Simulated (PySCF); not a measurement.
# PdN4H12 (+2): ligand-field states, spin distribution, part 2 of 2

PySCF 2.14.0. Atoms count from 0. Earlier steps stand in the parts before.

## (7) Spin distribution: unrestricted DFT, spin states

The job: settings as JSON, then the geometry in Å.

```
{"job": {"kind": "spin", "xc": "PBE0"}, "charge": 2, "metal": "Pd", "open_shell": "d8"}
Pd     0.000000     0.000000     0.000000
N      2.047141    -0.000000    -0.000000
H      2.460171     0.934558     0.000000
H      2.420146    -0.482344     0.821264
H      2.420146    -0.482344    -0.821264
N     -2.047141     0.000000     0.000000
H     -2.460171    -0.934558    -0.000000
H     -2.420146     0.482344     0.821264
H     -2.420146     0.482344    -0.821264
N      0.000000     2.047141     0.000000
H      0.482344     2.420146     0.821264
H      0.482344     2.420146    -0.821264
H     -0.934558     2.460171     0.000000
N     -0.000000    -2.047141    -0.000000
H     -0.482344    -2.420146    -0.821264
H      0.934558    -2.460171    -0.000000
H     -0.482344    -2.420146     0.821264
```

With the program's defaults for keys left out, this is: unrestricted DFT energies of the spin multiplicities at one geometry, beside CASSCF and NEVPT2 of the metal shell.

Log:

```text
multiplicity 3
final grid: 122840 points
cycle   1  E = -5270.0638153236  dE = -3.744e-02  |g| = 1.393e-01  |ddm| = 4.536e-01
cycle   2  E = -5270.0611711331  dE =  2.644e-03  |g| = 1.626e-01  |ddm| = 1.583e-01
cycle   3  E = -5270.0674801494  dE = -6.309e-03  |g| = 3.347e-02  |ddm| = 1.058e-01
cycle   4  E = -5270.0678096071  dE = -3.295e-04  |g| = 9.555e-03  |ddm| = 3.236e-02
cycle   5  E = -5270.0678414617  dE = -3.185e-05  |g| = 2.925e-03  |ddm| = 1.165e-02
cycle   6  E = -5270.0678475768  dE = -6.115e-06  |g| = 2.875e-04  |ddm| = 4.700e-03
cycle   7  E = -5270.0678476614  dE = -8.465e-08  |g| = 1.188e-04  |ddm| = 7.464e-04
converged SCF energy = -5270.0678476614
multiplicity 1
final grid: 122840 points
cycle   1  E = -5270.1675140094  dE = -5.892e-02  |g| = 1.760e-01  |ddm| = 4.795e-01
cycle   2  E = -5270.1593935909  dE =  8.120e-03  |g| = 2.339e-01  |ddm| = 2.130e-01
cycle   3  E = -5270.1740087406  dE = -1.462e-02  |g| = 6.731e-02  |ddm| = 1.505e-01
cycle   4  E = -5270.1752219715  dE = -1.213e-03  |g| = 1.749e-02  |ddm| = 5.211e-02
cycle   5  E = -5270.1753355094  dE = -1.135e-04  |g| = 2.555e-03  |ddm| = 1.325e-02
cycle   6  E = -5270.1753388876  dE = -3.378e-06  |g| = 3.526e-04  |ddm| = 3.151e-03
cycle   7  E = -5270.1753389403  dE = -5.267e-08  |g| = 3.444e-05  |ddm| = 3.840e-04
converged SCF energy = -5270.1753389403
```

It took 30 s on 1 thread of Arm Neoverse V2, shared host; peak memory 0.95 GiB.

## (8) Ligand-field states: state-averaged CASSCF (basis x2c-TZVPall) in water

The job, as its differences from that of step 7:

```diff
@@ -1,2 +1,2 @@
-{"job": {"kind": "spin", "xc": "PBE0"}, "charge": 2, "metal": "Pd", "open_shell": "d8"}
+{"job": {"kind": "lf", "basis": "x2c-TZVPall", "nevpt": true, "solvent": "water"}, "charge": 2, "metal": "Pd", "open_shell": "d8"}
 Pd     0.000000     0.000000     0.000000
```

Method: state-averaged CASSCF of the metal d shell, SC-NEVPT2 on the averaged canonical orbitals, state-interaction spin-orbit coupling.

Log:

```text
basis functions 259, electrons 84, active (8e, 5o)
stage 1: DIIS on the effective Fock matrix, level shift 0.30
cycle   1  E = -5266.5070157115  dE = -5.267e+03  max|g| = 1.587e+00
cycle   2  E = -5267.3068585308  dE = -7.998e-01  max|g| = 6.626e-01
cycle   3  E = -5267.2359840196  dE =  7.087e-02  max|g| = 3.101e-01
cycle   4  E = -5267.4815759328  dE = -2.456e-01  max|g| = 1.270e-01
cycle   5  E = -5267.5091071260  dE = -2.753e-02  max|g| = 2.216e-02
cycle   6  E = -5267.5094007100  dE = -2.936e-04  max|g| = 2.022e-02
cycle   7  E = -5267.5097727852  dE = -3.721e-04  max|g| = 1.360e-02
cycle   8  E = -5267.5100303486  dE = -2.576e-04  max|g| = 6.243e-03
cycle   9  E = -5267.5100963725  dE = -6.602e-05  max|g| = 1.187e-03
cycle  10  E = -5267.5101043784  dE = -8.006e-06  max|g| = 6.104e-04
cycle  11  E = -5267.5101050904  dE = -7.120e-07  max|g| = 3.973e-04
cycle  12  E = -5267.5101054475  dE = -3.571e-07  max|g| = 3.056e-04
cycle  13  E = -5267.5101056107  dE = -1.631e-07  max|g| = 2.198e-04
cycle  14  E = -5267.5101056731  dE = -6.245e-08  max|g| = 1.437e-04
cycle  15  E = -5267.5101057050  dE = -3.182e-08  max|g| = 7.367e-05
cycle  16  E = -5267.5101057128  dE = -7.892e-09  max|g| = 3.067e-05
cycle  17  E = -5267.5101057143  dE = -1.493e-09  max|g| = 1.478e-05
cycle  18  E = -5267.5101057148  dE = -4.129e-10  max|g| = 8.646e-06
converged average energy = -5267.5101057148

 mult deg   label        CASSCF/cm-1   NEVPT2/cm-1
   1   1   1Ag                 0.0           0.0
   3   1   3Bg             13147.6       21418.5
   3   2   3Eg             17132.0       25950.9
   3   1   3Ag             21673.0       29482.0
   1   1   1Bg             23810.9       29995.0
   1   2   1Eg             28032.4       34938.2
   1   1   1Ag             28382.7       35206.6
   3   1   3Bg             43583.0       57485.4
   3   2   3Eg             45747.4       60028.6
   3   1   3Ag             51542.2       64814.2
   1   1   1Bg             53837.0       66317.8
   3   2   3Eg             56543.1       68047.3
   1   1   1Ag             58570.4       70886.0
   1   2   1Eg             60861.6       73290.2
   1   1   1Ag             62172.5       73449.5
   1   2   1Eg             63074.5       74551.3
   1   1   1Bg             63583.7       75666.7
   1   1   1Bg             64817.6       76853.9
   1   1   1Ag             85669.1       93602.3

spin-orbit levels / cm-1
      0.00  x1  1Ag 0.99
  21016.38  x1  3Bg 0.92 3Eg 0.08
  21140.38  x2  3Bg 0.94 3Eg 0.06
  24968.76  x1  3Eg 0.94 3Ag 0.06
  25102.54  x1  3Eg 0.99
  26111.58  x2  3Eg 0.88 3Ag 0.05 3Bg 0.05
  26255.84  x1  3Eg 0.85 1Bg 0.15
  27457.21  x1  3Eg 0.91 3Bg 0.08
  29784.97  x2  3Ag 0.93 3Eg 0.06
  29941.00  x1  3Ag 0.94 3Eg 0.06
  30755.64  x1  1Bg 0.84 3Eg 0.15
  35260.26  x2  1Eg 0.97
  35481.91  x1  1Ag 0.99
  56680.69  x1  3Bg 0.78 3Eg 0.22
  56986.93  x2  3Bg 0.82 3Eg 0.16
  59247.79  x1  3Eg 0.91 3Ag 0.07
  59924.56  x1  3Eg 1.00
  60484.14  x1  3Eg 0.98
  60621.43  x2  3Eg 0.77 3Bg 0.17 3Ag 0.05
  61463.77  x1  3Eg 0.76 3Bg 0.22
  64787.86  x1  1Bg 0.59 3Eg 0.40
  64950.17  x2  3Ag 0.87 3Eg 0.05 3Eg 0.04
  65150.38  x1  3Ag 0.86 3Eg 0.07 3Eg 0.06
  67725.01  x1  3Eg 0.98
  68309.93  x1  3Eg 0.84 1Ag 0.09 3Ag 0.05
  68348.51  x2  3Eg 0.94 3Ag 0.05
  68776.05  x1  3Eg 1.00
  69529.16  x1  3Eg 0.59 1Bg 0.39
  71685.88  x1  1Ag 0.88 3Eg 0.08
  73775.69  x1  1Ag 0.98
```

It took 26 s on 1 thread of Arm Neoverse V2, shared host; peak memory 1.1 GiB.

Warnings kept with the result: strongly covalent, metal-shell active space is small for this complex.

In short:

| quantity | value |
| --- | --- |
| spin-orbit constant ζ | 1398 cm⁻¹ |

Powder susceptibility:

| T (K) | χT (cm³ K/mol) | μ(eff) |
| --- | --- | --- |
| 2 | 0.000 | 0.02 |
| 20 | 0.001 | 0.07 |
| 100 | 0.003 | 0.16 |
| 300 | 0.009 | 0.28 |

## (9) Ligand-field states: state-averaged CASSCF (avg hs) in water

The job, as its differences from that of step 8:

```diff
@@ -1,2 +1,2 @@
-{"job": {"kind": "lf", "basis": "x2c-TZVPall", "nevpt": true, "solvent": "water"}, "charge": 2, "metal": "Pd", "open_shell": "d8"}
+{"job": {"kind": "lf", "basis": {"metal": "x2c-TZVPall", "ligand": "x2c-SVPall"}, "nevpt": true, "solvent": "water", "avg": "hs"}, "charge": 2, "metal": "Pd", "open_shell": "d8"}
 Pd     0.000000     0.000000     0.000000
```

Method: state-averaged CASSCF of the metal d shell, SC-NEVPT2 on the averaged canonical orbitals, state-interaction spin-orbit coupling.

Log:

```text
basis functions 179, electrons 84, active (8e, 5o)
stage 1: DIIS on the effective Fock matrix, level shift 0.30
cycle   1  E = -5266.2890772308  dE = -5.266e+03  max|g| = 1.579e+00
cycle   2  E = -5267.0757200902  dE = -7.866e-01  max|g| = 7.082e-01
cycle   3  E = -5266.9990891843  dE =  7.663e-02  max|g| = 4.253e-01
cycle   4  E = -5267.2422985903  dE = -2.432e-01  max|g| = 1.295e-01
cycle   5  E = -5267.2694488973  dE = -2.715e-02  max|g| = 2.294e-02
cycle   6  E = -5267.2697632512  dE = -3.144e-04  max|g| = 2.276e-02
cycle   7  E = -5267.2701739690  dE = -4.107e-04  max|g| = 1.583e-02
cycle   8  E = -5267.2704987524  dE = -3.248e-04  max|g| = 8.491e-03
cycle   9  E = -5267.2706055468  dE = -1.068e-04  max|g| = 2.315e-03
cycle  10  E = -5267.2706216269  dE = -1.608e-05  max|g| = 7.805e-04
cycle  11  E = -5267.2706228827  dE = -1.256e-06  max|g| = 6.405e-04
cycle  12  E = -5267.2706234341  dE = -5.514e-07  max|g| = 5.037e-04
cycle  13  E = -5267.2706237678  dE = -3.337e-07  max|g| = 3.531e-04
cycle  14  E = -5267.2706238969  dE = -1.291e-07  max|g| = 2.241e-04
cycle  15  E = -5267.2706239639  dE = -6.697e-08  max|g| = 1.188e-04
cycle  16  E = -5267.2706239820  dE = -1.813e-08  max|g| = 5.341e-05
cycle  17  E = -5267.2706239859  dE = -3.855e-09  max|g| = 2.638e-05
cycle  18  E = -5267.2706239870  dE = -1.102e-09  max|g| = 1.463e-05
cycle  19  E = -5267.2706239873  dE = -3.265e-10  max|g| = 7.783e-06
converged average energy = -5267.2706239873

 mult deg   label        CASSCF/cm-1   NEVPT2/cm-1
   1   1   1Ag                 0.0           0.0
   3   1   3Bg             13079.9       21470.6
   3   2   3Eg             17209.7       26051.6
   3   1   3Ag             22019.5       29765.2
   1   1   1Bg             23875.7       30242.1
   1   2   1Eg             28261.1       35163.5
   1   1   1Ag             28831.0       35567.7
   3   1   3Bg             43941.1       58039.1
   3   2   3Eg             46119.0       60557.0
   3   1   3Ag             51842.0       65318.0
   1   1   1Bg             54251.9       66906.7
   3   2   3Eg             56852.3       68667.7
   1   1   1Ag             59084.7       71483.0
   1   2   1Eg             61360.3       73930.5
   1   1   1Ag             62473.6       74155.7
   1   2   1Eg             63367.5       75188.5
   1   1   1Bg             63892.4       76243.6
   1   1   1Bg             65188.6       77468.8
   1   1   1Ag             86181.0       94370.7

spin-orbit levels / cm-1
      0.00  x1  1Ag 0.99
  21070.40  x1  3Bg 0.92 3Eg 0.08
  21194.84  x2  3Bg 0.94 3Eg 0.06
  25077.93  x1  3Eg 0.94 3Ag 0.05
  25205.59  x1  3Eg 0.99
  26221.96  x2  3Eg 0.88 3Bg 0.05 3Ag 0.05
  26377.38  x1  3Eg 0.85 1Bg 0.14
  27558.53  x1  3Eg 0.92 3Bg 0.08
  30059.38  x2  3Ag 0.94 3Eg 0.05
  30216.64  x1  3Ag 0.94 3Eg 0.05
  30984.20  x1  1Bg 0.85 3Eg 0.14
  35485.23  x2  1Eg 0.97
  35840.87  x1  1Ag 0.99
  57223.98  x1  3Bg 0.77 3Eg 0.22
  57533.80  x2  3Bg 0.82 3Eg 0.17
  59775.45  x1  3Eg 0.90 3Ag 0.07
  60461.83  x1  3Eg 1.00
  61010.01  x1  3Eg 0.98
  61153.01  x2  3Eg 0.77 3Bg 0.17 3Ag 0.05
  61991.42  x1  3Eg 0.76 3Bg 0.22
  65371.91  x1  1Bg 0.60 3Eg 0.39
  65469.83  x2  3Ag 0.88 3Eg 0.05 3Eg 0.04
  65675.22  x1  3Ag 0.87 3Eg 0.07 3Eg 0.06
  68359.22  x1  3Eg 0.98
  68906.37  x1  3Eg 0.84 1Ag 0.10 3Ag 0.05
  68959.80  x2  3Eg 0.95 3Ag 0.04
  69389.48  x1  3Eg 1.00
  70160.59  x1  3Eg 0.59 1Bg 0.38
  72304.10  x1  1Ag 0.88 3Eg 0.08
  74469.81  x1  1Ag 0.99
```

Wall time 13 s (1 thread of Arm Neoverse V2, shared host); peak memory 0.72 GiB.

Warnings kept with the result: strongly covalent, metal-shell active space is small for this complex.

Key values:

| quantity | value |
| --- | --- |
| spin-orbit constant ζ | 1403 cm⁻¹ |

Powder susceptibility:

| T (K) | χT (cm³ K/mol) | μ(eff) |
| --- | --- | --- |
| 2 | 0.000 | 0.02 |
| 20 | 0.001 | 0.07 |
| 100 | 0.003 | 0.16 |
| 300 | 0.010 | 0.28 |

## (10) Ligand field across the series

From the NEVPT2 states (cm⁻¹; the spread is that of the fitted one-electron ligand-field levels):

| step | setting | ground state | next state | orbital spread | Racah B | ζ | μ(eff), 300 K |
| --- | --- | --- | --- | --- | --- | --- | --- |
| 3 | as given | 1Ag | 3Bg at 21875 | 40696 | 860 | 1399 | 0.27 |
| 8 | basis x2c-TZVPall | 1Ag | 3Bg at 21418 | 40009 | 847 | 1398 | 0.28 |
| 9 | avg hs | 1Ag | 3Bg at 21471 | 40322 | 863 | 1403 | 0.28 |

## (11) Outcome

The summary covers parts 1 to 2.

| quantity | value |
| --- | --- |
| point group | C4h |
| rotational constants (main isotopes) | 3.14, 3.13, 1.62 GHz |
| spin-orbit constant ζ (step 3, state-averaged CASSCF in water) | 1399 cm⁻¹ |
| ground multiplicity, μ(eff) at 300 K (step 3, 4 donors at 2.05 Å) | 1, 0.27 μB |
| ground multiplicity, μ(eff) at 300 K (step 8, 4 donors at 2.05 Å) | 1, 0.28 μB |
| ground multiplicity, μ(eff) at 300 K (step 9, 4 donors at 2.05 Å) | 1, 0.28 μB |

What this shows: The optimisation took 15 steps and gained 0.455 eV; among the close pairs (by a distance rule), Pd0–N13 changed most, from 2.173 to 2.047 Å. The next job takes another geometry, as its input shows. No frequency check was run at this level, so the end point may be a saddle. In step 3, χT goes from 0.00 at 2 K to 0.01 cm³ K/mol at 300 K: the ground level is non-magnetic, and only a small temperature-independent term remains. The bonding is strongly covalent, and an active space of the metal's shell alone is small for it, so these values are rough.
